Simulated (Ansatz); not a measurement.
# C₂H₅NOSi: how energies converge with the basis set

Aim: see how fast density functionals converge with the basis set for C₂H₅NOSi.

Method: one geometry, several basis sets; program: Ansatz 0.2.0, Gaussian basis.

Levels to be run: PBE0-D4/def2-SVP; ωB97M-V/def2-SVP; PBE0-D4/def2-QZVPP; ωB97M-V/def2-QZVPP; the functionals' def2-TZVPP values are taken from earlier runs.

## (1) Structure used throughout

All runs share one geometry, relaxed beforehand with PBE0-D4 in a triple-zeta def2 set.

SMILES `O=C=NC[SiH3]`, 10 atoms, charge 0, spin multiplicity 1.

Atoms are counted from 1 here; the program's logs count them from 0.

Bond lengths: O1–C2 1.169 Å, C2–N3 1.195 Å, N3–C4 1.432 Å, C4–Si5 1.896 Å, C4–H6 1.093 Å, C4–H7 1.095 Å, Si5–H8 1.485 Å, Si5–H9 1.484 Å, Si5–H10 1.487 Å. Angles: O1–C2–N3 173.9°, C2–N3–C4 140.9°, N3–C4–Si5 111.7°, N3–C4–H6 108.5°, N3–C4–H7 110.8°, Si5–C4–H6 109.1°, Si5–C4–H7 109.9°, H6–C4–H7 106.7°, C4–Si5–H8 108.9°, C4–Si5–H9 109.6°, C4–Si5–H10 109.0°, H8–Si5–H9 109.6°, H8–Si5–H10 109.9°, H9–Si5–H10 109.9°.

## (2) PBE0-D4 in def2-SVP

Contents of in.yaml:

```yaml
crystal:
  periodic: [false, false, false]
  atoms:
    - {symbol: O, position_ang: [-1.838563, -2.568095, 0.807122]}
    - {symbol: C, position_ang: [-1.335359, -1.732640, 0.162914]}
    - {symbol: N, position_ang: [-0.931101, -0.870863, -0.560090]}
    - {symbol: C, position_ang: [0.254116, -0.114457, -0.833369]}
    - {symbol: Si, position_ang: [0.604502, 1.157697, 0.527890]}
    - {symbol: H, position_ang: [0.120196, 0.406990, -1.784233]}
    - {symbol: H, position_ang: [1.117492, -0.776980, -0.956814]}
    - {symbol: H, position_ang: [0.787487, 0.444357, 1.817892]}
    - {symbol: H, position_ang: [-0.538589, 2.097494, 0.637534]}
    - {symbol: H, position_ang: [1.842918, 1.905298, 0.183955]}
basis:
  gaussian: {orbitals: def2-SVP}
hamiltonian: {xc: pbe0, dispersion: d4}
output: {orbitals: {seedname: orbitals}}
```

Command:

```
> ansatz run in.yaml --threads 4 --pin off --events-out ev --progress --plain --max-ram 10444MiB
```

The runs that follow: ωB97M-V in def2-SVP; PBE0-D4 in def2-QZVPP; ωB97M-V in def2-QZVPP.

Before running them: what should the planned runs give, taken together? Wanted: PBE0-D4: double and triple zeta above quadruple; ωB97M-V: double and triple zeta above quadruple.

The runs gave:

```
                                       quantity          value
PBE0-D4: double and triple zeta above quadruple  9.76, 0.57 eV
ωB97M-V: double and triple zeta above quadruple  9.98, 0.53 eV
```

What this shows: PBE0-D4 gains 9.19 eV from double to triple zeta, then 0.57 eV more. These are total energies; as a rule much of such shifts cancels in differences, which this series doesn't test. The LUMO of ωB97M-V is positive and keeps falling with the basis (2.29 to 1.15 eV): an unbound level that the basis holds in place.
